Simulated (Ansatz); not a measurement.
# BH3S: the cost of one run

Computed with Ansatz 0.2.0, Gaussian basis. Level: PBE0-D4/def2-TZVP structures, single points in def2-TZVPP, no counterpoise correction.

Levels: SPW92, PBE-D4, BLYP-D4, r2SCAN-D4, B97M-V, PBE0-D4, B3LYP-D4, r2SCAN0-D4, BHLYP-D4, CAM-B3LYP-D4, wB97X-V, wB97M-V, B2PLYP, PBE-QIDH, RPA on PBE, Hartree-Fock, MP2, CCSD, CCSD(T).

Correlated methods freeze the cores. B3LYP uses VWN-RPA correlation. B2PLYP carries no dispersion term here.

94 further runs of the same task are left out: 94 set aside as unsound or not needed.

## Step 1: Where the work starts

The complex: 11 atoms, charge 0, spin multiplicity 1.

Atoms are counted from 1 here; the program's logs count them from 0.

Bond lengths: B1–O2 1.659 Å, B1–H4 1.199 Å, B1–H5 1.206 Å, B1–S7 1.873 Å, O2–C3 1.433 Å, O2–H6 0.971 Å, C3–H8 1.090 Å, C3–H9 1.087 Å, C3–H10 1.091 Å, S7–H11 1.343 Å. Angles: O2–B1–H4 104.1°, O2–B1–H5 104.4°, O2–B1–S7 103.0°, H4–B1–H5 116.9°, H4–B1–S7 116.9°, H5–B1–S7 109.6°, B1–O2–C3 117.2°, B1–O2–H6 102.7°, C3–O2–H6 112.4°, O2–C3–H8 109.0°, O2–C3–H9 106.3°, O2–C3–H10 110.5°, H8–C3–H9 110.0°, H8–C3–H10 111.3°, H9–C3–H10 109.6°, B1–S7–H11 99.0°.

Geometry (Å):

```csv
atom,x (Å),y (Å),z (Å)
B1,-0.83934,0.38748,-0.62613
O2,0.31098,0.11101,0.53717
C3,0.74700,-1.24165,0.71787
H4,-1.87730,0.34048,-0.02844
H5,-0.64511,-0.47186,-1.44897
H6,1.03425,0.70024,0.26684
S7,-0.33846,2.05062,-1.32649
H8,1.48106,-1.27250,1.52247
H9,-0.13518,-1.81286,0.99672
H10,1.16088,-1.63617,-0.21113
H11,-0.89878,2.84520,-0.39999
```

Its parts: BH₃S holds atoms 1, 4, 5, 7, 11; CH₄O holds atoms 2, 3, 6, 8, 9, 10. Each part counts its atoms afresh in its own runs.

## Step 2: Relaxing BH₃S alone

relax-a/in.yaml reads:

```yaml
crystal:
  periodic: [false, false, false]
  atoms:
    - {symbol: B, position_ang: [-0.839343, 0.387481, -0.626133]}
    - {symbol: H, position_ang: [-1.877302, 0.340483, -0.028444]}
    - {symbol: H, position_ang: [-0.645110, -0.471857, -1.448973]}
    - {symbol: S, position_ang: [-0.338457, 2.050621, -1.326494]}
    - {symbol: H, position_ang: [-0.898777, 2.845201, -0.399989]}
basis:
  gaussian: {orbitals: def2-TZVP}
hamiltonian: {xc: pbe0, dispersion: d4}
relax: {f_tol: 0.005, max_steps: 200}
```

Run with:

```
$ ansatz run in.yaml --threads 4 --pin off --events-out ev --progress --plain --max-ram 9574MiB
```

**Question.** How long does this run take on 4 threads of Arm Neoverse V1, shared host?

About 4.3 s.
